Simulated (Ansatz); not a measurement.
**CH2NSi (SMILES N#C[SiH2]): UCCSDT/STO-3G**

Aim: the electronic atomisation energy of CH2NSi at UCCSDT/STO-3G, from 5 runs. 

The results are computed with Ansatz 0.2.0.

74 further runs of the same task are left out: 5 that didn't finish, 69 set aside as unsound or not needed.

### 1 The system as given

The species is CH2NSi (5 atoms), meant as a doublet with charge 0. SMILES: `N#C[SiH2]`. Geometry: relaxed at PBE0-D4/def2-TZVP.

Bond lengths: N1–C2 1.155 Å, C2–Si3 1.830 Å, Si3–H4 1.480 Å, Si3–H5 1.480 Å. Angles: N1–C2–Si3 175.8°, C2–Si3–H4 109.4°, C2–Si3–H5 109.4°, H4–Si3–H5 114.2°.

### 2 The energy at UCCSDT/STO-3G

Contents of run.yaml:

```yaml
crystal:
  periodic: [false, false, false]
  atoms:
    - {symbol: N, position_ang: [1.041800, -1.219200, 1.572300]}
    - {symbol: C, position_ang: [0.565900, -0.625200, 0.703900]}
    - {symbol: Si, position_ang: [-0.092000, 0.267800, -0.751900]}
    - {symbol: H, position_ang: [-1.455400, -0.223000, -1.053700]}
    - {symbol: H, position_ang: [-0.010400, 1.726000, -0.511800]}
basis:
  gaussian: {orbitals: STO-3G}
magnetization: {spin_polarized: true, initial_magnetization: 1}
correlation: {method: ccsdt, frozen_orbitals: {C: 1, H: 0, "N": 1, Si: 5}}
accuracy: high
scf: {omitted_lower_state_checks: [cluster_reference, increment]}
```

Launch:

```sh
ansatz run run.yaml --threads 1 --pin off --max-ram 2610MiB --events-out events.jsonl --progress --plain --runs-dir runs
```

Output:

```text
Warning: RAYON_NUM_THREADS=1 ignored (pool sized by the plan → 1); use --threads N
[... 13 lines left out ...]
7 core orbitals not correlated: weight in the atoms' cores, before any rotation towards them, 1.000 or more for the frozen orbitals, at most 0.000 for the correlated occupied ones
[... 31 lines left out ...]
Total energy: -10287.31364295 eV, -378.0518033868 hartree
Checks for a lower state left out: cluster_reference, increment
```

Wall time 1.3 s (1 thread of Arm Neoverse V1, shared host).

### 3 The C atom, same level

Contents of in.yaml:

```yaml
crystal:
  periodic: [false, false, false]
  atoms:
    - {symbol: C, position_ang: [0.000000, 0.000000, 0.000000]}
basis:
  gaussian: {orbitals: STO-3G}
magnetization: {spin_polarized: true, initial_magnetization: 2}
correlation: {method: ccsdt, frozen_orbitals: {C: 1}}
accuracy: high
scf: {omitted_lower_state_checks: [cluster_reference, increment]}
```

Launch:

```sh
ansatz run in.yaml --threads 1 --pin off --max-ram 2610MiB --events-out events.jsonl --progress --plain --runs-dir runs
```

Output (excerpt; [...] marks lines left out):

```text
Warning: RAYON_NUM_THREADS=1 ignored (pool sized by the plan → 1); use --threads N
Functional definition: HF
  name "HF"
[...]
15 factors; integrals over basis functions are off by at most 9.8e-10 eV
[...]
mean field -1012.21982732 eV, -37.1983925466 hartree, gradient 0.0e0 eV, S^2 2.000000; 2 other end points of the search recorded, 0 dependent functions left out
1 core orbitals not correlated: weight in the atoms' cores, before any rotation towards them, 1.000 or more for the frozen orbitals, at most 0.000 for the correlated occupied ones
reference -1012.21982732 eV, -37.1983925466 hartree; 3, 1 occupied and 1, 3 virtual orbitals, 15 factors
second order -0.26779434 eV of doubles, 0.00000000 eV of singles
cycle   1  -0.40690293 eV  change   -1.4e-1 eV  update   3.9e-2
[...]
cycle  12  -0.55043897 eV  change  -1.1e-10 eV  update  1.7e-11
Total energy: -1012.77026629 eV, -37.2186208057 hartree
Checks for a lower state left out: cluster_reference, increment
```

It took 0.18 s on 1 thread of Arm Neoverse V1, shared host.

### 4 The H atom: the energy at UHF/STO-3G

Contents of in.yaml:

```yaml
basis:
  gaussian:
    orbitals: STO-3G
crystal:
  periodic: [false, false, false]
  atoms:
    - {symbol: H, position_ang: [0.000000, 0.000000, 0.000000]}
magnetization:
  spin_polarized: true
  initial_magnetization: 1
hamiltonian:
  xc: hf
accuracy: high
```

Run the same way, it converges to -0.46658 Eh (log not shown).

### 5 The N atom at the same level

Contents of input.yaml:

```yaml
basis:
  gaussian: {orbitals: STO-3G}
crystal:
  periodic: [false, false, false]
  atoms:
    - symbol: N
      position_ang: [0.000000, 0.000000, 0.000000]
magnetization: {spin_polarized: true, initial_magnetization: 3}
correlation: {method: ccsdt, frozen_orbitals: {"N": 1}}
accuracy: high
scf: {omitted_lower_state_checks: [cluster_reference, increment]}
```

Run the same way, it converges to -53.71901 Eh (log not shown).

### 6 The Si atom at the same level

Contents of input.yaml:

```yaml
crystal:
  periodic: [false, false, false]
  atoms:
    - symbol: Si
      position_ang: [0.000000, 0.000000, 0.000000]
basis:
  gaussian:
    orbitals: STO-3G
magnetization:
  spin_polarized: true
  initial_magnetization: 2
correlation:
  method: ccsdt
  frozen_orbitals: {Si: 5}
accuracy: high
scf:
  omitted_lower_state_checks: [cluster_reference, increment]
```

Launch:

```sh
ansatz run input.yaml --threads 1 --pin off --max-ram 2610MiB --events-out events.jsonl --progress --plain --runs-dir runs
```

Output (excerpt; [...] marks lines left out):

```text
Warning: RAYON_NUM_THREADS=1 ignored (pool sized by the plan → 1); use --threads N
[... 2 set-up lines as earlier in the session ...]
[...]
42 factors; integrals over basis functions are off by at most 2.5e-9 eV
[...]
mean field -7767.93148641 eV, -285.4662168327 hartree, gradient 2.1e-9 eV, S^2 2.000003; 3 other end points of the search recorded, 0 dependent functions left out
5 core orbitals not correlated: weight in the atoms' cores, before any rotation towards them, 1.000 or more for the frozen orbitals, at most 0.000 for the correlated occupied ones
reference -7767.93148641 eV, -285.4662168327 hartree; 3, 1 occupied and 1, 3 virtual orbitals, 42 factors
second order -0.19861568 eV of doubles, 0.00000000 eV of singles
cycle   1  -0.29002693 eV  change   -9.1e-2 eV  update   3.3e-2
[...]
cycle  10  -0.36498321 eV  change  -5.5e-11 eV  update  1.1e-11
Total energy: -7768.29646962 eV, -285.4796297181 hartree
Checks for a lower state left out: cluster_reference, increment
```

Wall time 0.2 s (1 thread of Arm Neoverse V1, shared host).

### 7 What came out

Level: UCCSDT/STO-3G, 7 core orbitals frozen.

| quantity | value |
| --- | --- |
| molecule: total energy | -378.05180 Eh |
| molecule: correlation energy (7 core orbitals frozen) | -197.5 mEh |
| molecule: ⟨S²⟩ of the reference determinant | 0.902 |
| molecule: T1 diagnostic | 0.037 |
| C atom: total energy | -37.21862 Eh |
| C atom: correlation energy (1 core orbital frozen) | -20.2 mEh |
| C atom: ⟨S²⟩ of the reference determinant | 2.000 |
| C atom: T1 diagnostic | 0.000 |
| H atom: total energy | -0.46658 Eh |
| H atom: ⟨S²⟩ | 0.750 |
| N atom: total energy | -53.71901 Eh |
| N atom: correlation energy (1 core orbital frozen) | 0.0 mEh |
| N atom: ⟨S²⟩ of the reference determinant | 3.750 |
| N atom: T1 diagnostic | 0.000 |
| Si atom: total energy | -285.47963 Eh |
| Si atom: correlation energy (5 core orbitals frozen) | -13.4 mEh |
| Si atom: ⟨S²⟩ of the reference determinant | 2.000 |
| Si atom: T1 diagnostic | 0.000 |
| electronic atomisation energy | 19.085 eV |

Taking the molecule apart into free atoms costs 19.09 eV (440 kcal/mol), before zero-point energy and without spin-orbit coupling. In a minimal basis such a difference can be off by several eV, whatever the method. ⟨S²⟩ (molecule) is 0.90 where a pure doublet has 0.75: the reference is spin-contaminated.
